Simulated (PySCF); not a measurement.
# C₄H₂AlF: reorganisation energies

Aim: compute the reorganisation energies of C₄H₂AlF (`C#CC#[C][AlH][F]`).

Programs: PySCF 2.14.0, with routines of our own; each step states its level. All values are computed. Atoms count from 0.

## Step 1: The starting structure

8 atoms, charge 0, multiplicity 1; geometry from: GFN2-xTB.

## Step 2: Optimising the geometry at PBE/6-31+G*

The job: settings as JSON, then the geometry in Å.

```
{"job": {"xc": "PBE", "basis": "6-31+G*", "grid": 1, "kind": "geom"}, "charge": 0, "multiplicity": 1}
C      3.140744    -0.167522     0.804311
C      1.947110    -0.105709     0.643089
C      0.603705    -0.039712     0.457746
C     -0.607241     0.010797     0.290858
Al    -2.518033     0.107758     0.035117
F     -3.309929     1.533476    -0.187884
H      4.178609    -0.218398     0.946529
H     -3.425908    -1.111278     0.020504
```

The run is started by

```bash
$ OMP_NUM_THREADS=1 python excited_run.py task.json out
```

The driver reads the jobs from task.json and runs them one after another.

The program printed:

```text
step   0  E = -495.40985846  max force = 0.041628
step   1  E = -495.41448601  max force = 0.004148
step   2  E = -495.41463871  max force = 0.001661
step   3  E = -495.41469591  max force = 0.001080
step   4  E = -495.41471982  max force = 0.001293
step   5  E = -495.41474225  max force = 0.000888
step   6  E = -495.41477391  max force = 0.000962
step   7  E = -495.41478390  max force = 0.001240
step   8  E = -495.41479723  max force = 0.000794
step   9  E = -495.41481053  max force = 0.000432
optimisation converged
```

It took 45 s on 1 thread of Arm Neoverse V2, shared host; peak memory 0.54 GiB.

Step by step:

| step | energy from step 0 (eV) | largest force component (eV/Å) |
| --- | --- | --- |
| 0 | 0.0000 | 2.1406 |
| 1 | -0.1259 | 0.2133 |
| 2 | -0.1301 | 0.0854 |
| 3 | -0.1316 | 0.0555 |
| 4 | -0.1323 | 0.0665 |
| 5 | -0.1329 | 0.0457 |
| 6 | -0.1338 | 0.0495 |
| 7 | -0.1340 | 0.0638 |
| 8 | -0.1344 | 0.0408 |
| 9 | -0.1348 | 0.0222 |

Close pairs (by a distance rule), those that changed most:

| bond | before (Å) | after (Å) | change (Å) |
| --- | --- | --- | --- |
| Al4–H7 | 1.520 | 1.583 | +0.063 |
| Al4–F5 | 1.646 | 1.688 | +0.042 |
| C0–H6 | 1.049 | 1.075 | +0.027 |
| C3–Al4 | 1.930 | 1.904 | -0.026 |
| C0–C1 | 1.206 | 1.229 | +0.023 |
| C2–C3 | 1.223 | 1.243 | +0.019 |
| C1–C2 | 1.358 | 1.362 | +0.004 |

The final coordinates are the input of the step that follows.

| at the end point | value |
| --- | --- |
| point group (found at 0.08 Å tolerance) | Cs |
| rotational constants (GHz, main isotopes) | 18.495, 0.917, 0.874 |
| dipole moment (D) | 2.37 |

## Step 3: Relaxation after adding or removing an electron (C4H2AlF+ (doublet)): UKS PBE/6-31+G*

The job: settings as JSON, then the geometry in Å.

```
{"job": {"kind": "ionopt", "ions": [1], "xc": "PBE", "basis": "6-31+G*", "grid": 1}, "charge": 1, "multiplicity": 2}
C      3.258340    -0.390488     0.661033
C      2.040506    -0.322849     0.513451
C      0.690602    -0.248614     0.349370
C     -0.540951    -0.177683     0.197865
Al    -2.424832    -0.064416    -0.053271
F     -3.085052     1.474857    -0.263789
H      4.324149    -0.450450     0.791248
H     -3.402292    -1.309342    -0.073936
```

With the program's defaults for keys left out, this is: UKS PBE/6-31+G* geometry optimisation of the ion from the geometry of its parent, gas phase.

The program printed:

```text
step       E/Eh        max force   <S^2>
  0    -495.06003769   0.091786   0.7548
  1    -495.06565993   0.013482   0.7563
  2    -495.06710740   0.008993   0.7564
  3    -495.06785082   0.004050   0.7566
  4    -495.06798491   0.002705   0.7566
  5    -495.06799981   0.001643   0.7566
  6    -495.06804410   0.000484   0.7565
  7    -495.06804776   0.000276   0.7565
optimisation converged
```

Run time: 58 s. Hardware: 1 thread of Arm Neoverse V2, shared host; peak memory 0.48 GiB.

From this job:

| quantity | value |
| --- | --- |
| geometry moved (RMSD) | 0.087 Å |
| ⟨S²⟩ | 0.756 |

Bonds of the start that changed most:

| bond | start (Å) | end (Å) |
| --- | --- | --- |
| C3–Al4 | 1.904 | 1.992 |
| C1–C2 | 1.362 | 1.333 |
| C2–C3 | 1.243 | 1.268 |
| Al4–F5 | 1.688 | 1.664 |
| C0–C1 | 1.229 | 1.248 |
| Al4–H7 | 1.583 | 1.573 |

Mulliken spin populations:

| atom | value (e) |
| --- | --- |
| C0 | 0.46 |
| C1 | 0.00 |
| C2 | 0.17 |
| C3 | 0.35 |
| Al4 | -0.01 |
| F5 | 0.01 |
| H6 | -0.01 |
| H7 | 0.02 |

## Step 4: Relaxation after adding or removing an electron (C₄H₂AlF− (doublet)): UKS PBE/6-31+G*

The job, as its differences from that of step 3:

```diff
@@ -1,2 +1,2 @@
-{"job": {"kind": "ionopt", "ions": [1], "xc": "PBE", "basis": "6-31+G*", "grid": 1}, "charge": 1, "multiplicity": 2}
+{"job": {"kind": "ionopt", "ions": [-1], "xc": "PBE", "basis": "6-31+G*", "grid": 1}, "charge": -1, "multiplicity": 2}
 C      3.258340    -0.390488     0.661033
```

Method: UKS PBE/6-31+G* geometry optimisation of the ion from the geometry of its parent, gas phase.

The program printed:

```text
step       E/Eh        max force   <S^2>
  0    -495.44110046   0.076699   0.7538
  1    -495.44430004   0.010751   0.7546
  2    -495.44700268   0.008950   0.7546
  3    -495.44822913   0.024087   0.7541
  4    -495.44952352   0.010332   0.7543
  5    -495.45088793   0.007345   0.7540
  6    -495.44717690   0.012474   0.7525
  7    -495.45089069   0.006279   0.7531
  8    -495.45172284   0.003887   0.7533
  9    -495.45232887   0.003453   0.7533
 10    -495.45243151   0.002183   0.7533
 11    -495.45248534   0.001495   0.7533
 12    -495.45252344   0.000705   0.7533
 13    -495.45252819   0.000356   0.7533
optimisation converged
```

It took 90 s on 1 thread of Arm Neoverse V2, shared host; peak memory 0.48 GiB.

From this job:

| quantity | value |
| --- | --- |
| geometry moved (RMSD) | 0.298 Å |
| ⟨S²⟩ | 0.753 |

Bonds of the start that changed most:

| bond | start (Å) | end (Å) |
| --- | --- | --- |
| Al4–F5 | 1.688 | 1.743 |
| C3–Al4 | 1.904 | 1.951 |
| Al4–H7 | 1.583 | 1.629 |
| C2–C3 | 1.243 | 1.259 |
| C0–C1 | 1.229 | 1.243 |
| C1–C2 | 1.362 | 1.356 |

## Step 5: Reorganisation energies: UKS PBE/6-31+G*

The job, as its differences from that of step 4:

```diff
@@ -1,2 +1,2 @@
-{"job": {"kind": "ionopt", "ions": [-1], "xc": "PBE", "basis": "6-31+G*", "grid": 1}, "charge": -1, "multiplicity": 2}
+{"job": {"kind": "reorg", "ions": [1, -1], "xc": "PBE", "basis": "6-31+G*", "grid": 1}, "charge": 0, "multiplicity": 1}
 C      3.258340    -0.390488     0.661033
```

Level: UKS PBE/6-31+G* four-point reorganisation energy, gas phase.

The program printed:

```text
final grid: 37320 points
cycle   1  E = -495.2997563503  dE =  5.459e-01  |g| = 7.166e-01  |ddm| = 8.970e+02
cycle   2  E = -494.7695711069  dE =  5.302e-01  |g| = 1.816e+00  |ddm| = 7.479e+00
cycle   3  E = -495.3849501642  dE = -6.154e-01  |g| = 3.037e-01  |ddm| = 6.351e+00
cycle   4  E = -495.3974840215  dE = -1.253e-02  |g| = 2.290e-01  |ddm| = 7.441e-01
cycle   5  E = -495.4118812457  dE = -1.440e-02  |g| = 1.032e-01  |ddm| = 4.941e-01
cycle   6  E = -495.4147583915  dE = -2.877e-03  |g| = 1.356e-02  |ddm| = 2.013e-01
cycle   7  E = -495.4147720250  dE = -1.363e-05  |g| = 1.216e-02  |ddm| = 7.056e-02
cycle   8  E = -495.4148079211  dE = -3.590e-05  |g| = 3.027e-03  |ddm| = 1.863e-02
cycle   9  E = -495.4148101841  dE = -2.263e-06  |g| = 1.059e-03  |ddm| = 8.073e-03
cycle  10  E = -495.4148105244  dE = -3.402e-07  |g| = 1.652e-04  |ddm| = 2.065e-03
cycle  11  E = -495.4148105321  dE = -7.690e-09  |g| = 7.473e-05  |ddm| = 8.112e-04
cycle  12  E = -495.4148105336  dE = -1.526e-09  |g| = 1.065e-05  |ddm| = 2.038e-04
cycle  13  E = -495.4148105336  dE = -2.751e-11  |g| = 1.121e-06  |ddm| = 3.753e-05
converged SCF energy = -495.4148105336

hole transfer: vertical 9.6005 eV, relaxation of the ion converged
  adiabatic 9.4359 eV, lambda(ion) 0.1646, lambda(parent) 0.2176, total 0.3821 eV

electron transfer: vertical 0.8124 eV, relaxation of the ion converged
  adiabatic 1.0263 eV, lambda(ion) 0.2139, lambda(parent) 0.5915, total 0.8054 eV
```

It took 3.9 s on 1 thread of Arm Neoverse V2, shared host; peak memory 0.48 GiB.

## Step 6: What came out

| quantity | value |
| --- | --- |
| point group | Cs |
| rotational constants (main isotopes) | 18.50, 0.92, 0.87 GHz |
| geometry moved (RMSD) (step 3, UKS PBE/6-31+G*) | 0.087 Å |
| geometry moved (RMSD) (step 4, UKS PBE/6-31+G*) | 0.298 Å |
| hole reorganisation energy (step 5, UKS PBE/6-31+G*) | 0.3821 eV |
| electron reorganisation energy (step 5, UKS PBE/6-31+G*) | 0.8054 eV |

What this shows: The optimisation took 9 steps and gained 0.135 eV; among the close pairs (by a distance rule), Al4–H7 changed most, from 1.520 to 1.583 Å. No frequency check was run at this level, so the end point may be a saddle. In step 3 (relaxation after adding or removing an electron), among the bonds C3–Al4 changes most, from 1.904 to 1.992 Å. In step 4 (relaxation after adding or removing an electron), among the bonds Al4–F5 changes most, from 1.688 to 1.743 Å. The atoms move far more than that, so angles or torsions carry the main change.
